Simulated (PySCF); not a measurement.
# F2O2W (W(O)2(F)2): the cost of one run

Program: PySCF 2.14.0. Level of theory: r2SCAN, W def2-SVP with ECP60, O def2-SVP, F def2-SVP; scalar-relativistic core potentials, no spin–orbit coupling. These are calculated values, not measurements.

4 further runs of the same task are left out: 2 for a known fault of the program, 1 that didn't finish, 1 set aside as unsound or not needed.

## (1) Starting geometry

5 atoms, charge 0, spin multiplicity 1.

Bond lengths: W1–O2 1.704 Å, W1–O3 1.704 Å, W1–F4 1.862 Å, W1–F5 1.862 Å. Angles: O2–W1–O3 105.8°, O2–W1–F4 108.8°, O2–W1–F5 108.8°, O3–W1–F4 108.8°, O3–W1–F5 108.8°, F4–W1–F5 115.3°.

Coordinates:

```tsv
atom	x (Å)	y (Å)	z (Å)
W1	0.0000	0.0000	-0.0249
O2	0.9611	0.9611	1.0033
O3	-0.9611	-0.9611	1.0033
F4	1.1118	-1.1118	-1.0215
F5	-1.1118	1.1118	-1.0215
```

Formal oxidation states: W +6. An earlier session relaxed this geometry at r2SCAN, W def2-SVP with ECP60, O def2-SVP, F def2-SVP (singlet, point group C2v).

Its energy there is -417.057265 Eh.

## (2) Atoms moved at random, σ = 0.06 Å

The input, run.py (the lines that set the calculation):

```python
mol = gto.M(atom='''
W     -0.00908     0.04265    -0.04272
O      0.91066     0.95782     0.98764
O     -0.94612    -1.06404     1.03531
F      1.12165    -1.11941    -0.99631
F     -1.07710     1.18298    -1.04532''',
    basis={'W': 'def2-SVP', 'O': 'def2-SVP', 'F': 'def2-SVP'},
    ecp={'W': 'def2-SVP'},
    charge=0, spin=0)
mf = dft.RKS(mol, xc='R2SCAN')
mf.grids.atom_grid = (50, 194)
mf = mf.density_fit()  # fitting sets: W def2-universal-JKFIT, O def2-universal-JKFIT, F def2-universal-JKFIT
mf.conv_tol = 1e-08; mf.max_cycle = 55
mf.kernel(dm0)  # dm0: the density of the relaxed state
```

The run is started by

```bash
OMP_NUM_THREADS=2 python run.py
```

**Question.** How long does this run take on 2 threads of Arm Neoverse V2, shared host?

About 3.3 s.
